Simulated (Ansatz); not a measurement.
What does this script print? It uses Ansatz 0.2.0 through its Python package.

`cl2geh2se_bend.py`:
```python
# -*- coding: utf-8 -*-
import ansatz
from ase import Atoms

atoms = Atoms(["Cl", "Ge", "Cl", "Se", "H", "H"], positions=[
    (-1.0569, 0.255, -1.9069),
    (-0.4242, -0.4174, 0.0062),
    (-1.441, 0.698, 1.5675),
    (1.9829, -0.0954, 0.1701),
    (-0.7525, -1.9288, 0.1313),
    (1.7337, 1.4246, -0.0144),
])

first = (
    ansatz.Crystal.molecule_from_ase(atoms).calculation()
    .basis(gaussian="def2-SVP")
    .functional("b3lyp")
    .relax(force_tolerance=0.02, max_steps=80)
)
atoms.positions = first.run().report["positions_ang"]

rows = []
for angle in [85, 95, 105, 115, 125, 140, 160]:
    bent = atoms.copy()
    bent.set_angle(1, 3, 5, angle, indices=[5])
    base = (
        ansatz.Crystal.molecule_from_ase(bent).calculation()
        .basis(gaussian="def2-SVP")
        .functional("b3lyp")
    )
    rows.append((angle, base.run().report["free_energy_ev"]))
floor = min(e for _, e in rows)
for angle, e in rows:
    print(f"angle Ge1-Se3-H5 = {angle:3d} deg   {1000 * (e - floor):9.1f} meV")
```

Running `python cl2geh2se_bend.py` prints:
```text
angle Ge1-Se3-H5 =  85 deg        25.7 meV
angle Ge1-Se3-H5 =  95 deg         0.0 meV
angle Ge1-Se3-H5 = 105 deg        78.1 meV
angle Ge1-Se3-H5 = 115 deg       250.8 meV
angle Ge1-Se3-H5 = 125 deg       507.3 meV
angle Ge1-Se3-H5 = 140 deg      1019.8 meV
angle Ge1-Se3-H5 = 160 deg      1816.4 meV
```

The scan is rigid, and the energies are electronic, in a modest basis. The zero is the lowest point of the grid, which needn't be the minimum. b3lyp holds the VWN-RPA fit, as in Gaussian; the form of ORCA and Turbomole is b3lyp5. Hardware and time: 3.2 min on 1 thread of AMD EPYC 7571, with other jobs on the host, peak memory 0.37 GiB.
